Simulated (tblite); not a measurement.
# H8P4Si2: the cost of one run

The runs use tblite 0.8.0 and PySCF 2.14.0, with density-fitted response routines of our own; the level of theory stands in each step. All values are computed, except where a source is named. Atoms are numbered from 0 throughout.

## (1) The molecule as given

14 atoms, charge 0, multiplicity 1; geometry from: force field or distance geometry start.

Bonds of the start (Å): Si0–P1 2.22, P1–P2 2.20, P2–P3 2.23, P3–Si4 2.19, P3–P5 2.21, P5–P1 2.22, Si0–H6 1.48, Si0–H7 1.45, Si0–H8 1.46, P2–H9 1.45, Si4–H10 1.48, Si4–H11 1.49, Si4–H12 1.47, P5–H13 1.44.

## (2) Relaxing the molecule with GFN2-xTB

What the job is given:

```
{"job": {"kind": "relax", "xc": "GFN2-xTB", "basis": "xTB"}, "charge": 0, "multiplicity": 1}
Si     3.067300     0.615600     0.279700
P      1.679100    -0.842100     1.214500
P      0.306300    -1.553700    -0.355500
P     -0.725000     0.401100    -0.083200
Si    -2.893400     0.360200    -0.387400
P     -0.069700     0.258200     2.019400
H      2.369300     1.404100    -0.755100
H      4.201100    -0.025800    -0.363800
H      3.557900     1.530500     1.310900
H     -0.485900    -2.694800     0.068700
H     -3.481500     1.608600     0.142500
H     -3.107500     0.389000    -1.858100
H     -3.552500    -0.825500     0.191200
H     -0.866100    -0.625800     2.834100
```

On the command line:

```
> OMP_NUM_THREADS=1 python probes_run.py task.json out
```

One launch serves the whole session: the jobs run in the order shown.

Q: Estimate the wall time of this first job on 1 thread of Arm Neoverse V1, shared host.

About 1.1 s.
